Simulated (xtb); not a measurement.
**GFN1-xTB (hydrogen mass 1 u, md dump 20 fs, md temperature 400 K, md time 0.5 ps) run of doublet [GeSiH4F2]+**

Wanted: molecular dynamics of doublet [GeSiH4F2]+. 

The calculation is run with xtb 6.7.1.

3 further runs of the same task are left out: 3 set aside as unsound or not needed.

### 1 The structure to begin with

[GeSiH4F2]+: 8 atoms, total charge +1, spin state doublet. As SMILES of the parent species, `F[SiH2][GeH2][F]`. Geometry: optimised at GFN2-xTB. This is one conformer, not always the lowest. The run starts from this shape.

Bond lengths: F1–Si2 1.609 Å, Si2–Ge3 2.348 Å, Ge3–F4 1.769 Å, Si2–H5 1.455 Å, Si2–H6 1.457 Å, Ge3–H7 1.518 Å, Ge3–H8 1.517 Å. Some angles: F1–Si2–Ge3 105.8°, Si2–Ge3–F4 104.1°, F1–Si2–H5 104.7°, F1–Si2–H6 104.6°, Ge3–Si2–H5 113.7°, Ge3–Si2–H6 113.2°, Si2–Ge3–H7 121.2°, Si2–Ge3–H8 122.3°, F4–Ge3–H7 99.1°, F4–Ge3–H8 99.4°.

### 2 Molecular dynamics at GFN1-xTB (hydrogen mass 1 u, md dump 20 fs, md temperature 400 K, md time 0.5 ps)

xtb.inp

```
$md
   temp=400
   time=0.5
   step=0.5
   dump=20.0
   hmass=1
   shake=0
$end
```

coord

```
$coord
     -3.124616793642      2.465011669293      1.691172600711  f
     -0.748170918631      2.171232956233     -0.183717284110  si
      0.676329200551     -2.001486417362      0.311772685219  ge
      2.569980286338     -2.544342372005     -2.389755216106  f
     -1.760017213158      2.703500775399     -2.685206336787  h
      1.063738173909      4.047874617172      0.695704562507  h
      2.579561197790     -2.692780359094      2.343526845920  h
     -1.082762046805     -4.256914231352      0.110675589941  h
$end
```

Run with:

```sh
$ xtb coord --chrg 1 --uhf 1 --gfn 1 --input xtb.inp --md > coord.out
```

**Question.** What will come out? Wanted: potential energy of the last frame.

Answer, from the run:

Level: GFN1-xTB (hydrogen mass 1 u, md dump 20 fs, md temperature 400 K, md time 0.5 ps).

| quantity | value |
| --- | --- |
| potential energy of the last frame | -15.56278 Eh |
